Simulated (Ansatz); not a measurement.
# C3H6Te: up Jacob's ladder to CCSD(T)

The task here is to estimate one member of a computed series from the others.

Computed with Ansatz 0.2.0, Gaussian basis. Level: functionals in def2-TZVPP, the program's frozen cores in correlated methods.

Levels to be run: LDA (SPW92), PBE-D4, revPBE-D4, BLYP-D4, r2SCAN-D4, B97M-V, PBE0-D4, B3LYP-D4, r2SCANh-D4, r2SCAN0-D4, HSE06-D4, BHLYP-D4, CAM-B3LYP-D4, LC-ωPBE, ωB97X-V, ωB97M-V, B2PLYP, PBE-QIDH; CCSD(T)/def2-SVP; CCSD(T)/def2-TZVPP; MP2/def2-QZVPP; extrapolation to the limit; RPA on PBE.

## Structure used throughout

The geometry comes from an earlier relaxation with PBE0-D4 in a triple-zeta def2 set; it is a stationary point, not always the lowest conformer. Te takes the def2 core potential; no spin-orbit term is included.

10 atoms, charge 0, spin multiplicity 1.

Atoms are counted from 1 here; the program's logs count them from 0.

Bond lengths: C1–C2 1.327 Å, C1–H5 1.086 Å, C1–H6 1.083 Å, C2–C3 1.478 Å, C2–H7 1.088 Å, C3–Te4 2.171 Å, C3–H8 1.090 Å, C3–H9 1.091 Å, Te4–H10 1.658 Å. Angles: C2–C1–H5 121.5°, C2–C1–H6 121.4°, H5–C1–H6 117.1°, C1–C2–C3 124.4°, C1–C2–H7 119.4°, C3–C2–H7 116.2°, C2–C3–Te4 112.9°, C2–C3–H8 112.9°, C2–C3–H9 112.2°, Te4–C3–H8 104.8°, Te4–C3–H9 104.8°, H8–C3–H9 108.6°, C3–Te4–H10 93.4°.

Set-up of the first run:

in.yaml

```yaml
crystal:
  periodic: [false, false, false]
  atoms:
    - {symbol: C, position_ang: [-1.236767, 0.620049, -1.060124]}
    - {symbol: C, position_ang: [-0.147969, -0.025175, -0.660225]}
    - {symbol: C, position_ang: [0.081116, -0.503496, 0.719784]}
    - {symbol: Te, position_ang: [1.692128, 0.551032, 1.722459]}
    - {symbol: H, position_ang: [-2.048534, 0.841879, -0.374201]}
    - {symbol: H, position_ang: [-1.352360, 0.952146, -2.084650]}
    - {symbol: H, position_ang: [0.647674, -0.223015, -1.374772]}
    - {symbol: H, position_ang: [0.366301, -1.554226, 0.763286]}
    - {symbol: H, position_ang: [-0.790252, -0.352057, 1.357757]}
    - {symbol: H, position_ang: [2.871563, -0.358135, 0.993485]}
basis:
  gaussian: {orbitals: def2-TZVPP}
hamiltonian: {xc: lda}
output: {orbitals: {seedname: orbitals}}
```

Among the steps run: LDA; PBE-D4 (GGA); revPBE-D4 (GGA); BLYP-D4 (GGA); r2SCAN-D4 (meta-GGA); B97M-V (meta-GGA); PBE0-D4 (hybrid); B3LYP-D4 (hybrid); r2SCANh-D4 (hybrid); r2SCAN0-D4 (hybrid); HSE06-D4 (hybrid); BHLYP-D4 (hybrid); CAM-B3LYP-D4 (range-separated); LC-ωPBE-D4 (range-separated; the results give it without D4); ωB97X-V (range-separated); ωB97M-V (range-separated); B2PLYP (double hybrid); PBE-QIDH (double hybrid).

One of the session's tables, all rows but one given; the rest of the session is left out.

It belongs to the step «Frontier levels by functional». 

```
  functional  HOMO (eV)  gap (eV)
 LDA (SPW92)      -5.25      3.26
      PBE-D4          ?         ?
   revPBE-D4      -5.04      3.33
     BLYP-D4      -4.93      3.25
   r2SCAN-D4      -5.32      3.72
      B97M-V      -5.34      3.75
     PBE0-D4      -6.13      5.18
    B3LYP-D4      -5.91      4.74
  r2SCANh-D4      -5.70      4.41
  r2SCAN0-D4      -6.28      5.43
    HSE06-D4      -5.74      4.42
    BHLYP-D4      -7.00      6.95
CAM-B3LYP-D4      -7.37      7.43
     LC-ωPBE      -8.68      9.87
     ωB97X-V      -8.35      9.42
     ωB97M-V      -8.24      9.14
```

Estimate the missing values for PBE-D4.

**Answer.** HOMO (eV): -5.10; gap (eV): 3.30. In the column «HOMO (eV)» it lies between LDA (SPW92) (-5.25) and revPBE-D4 (-5.04).
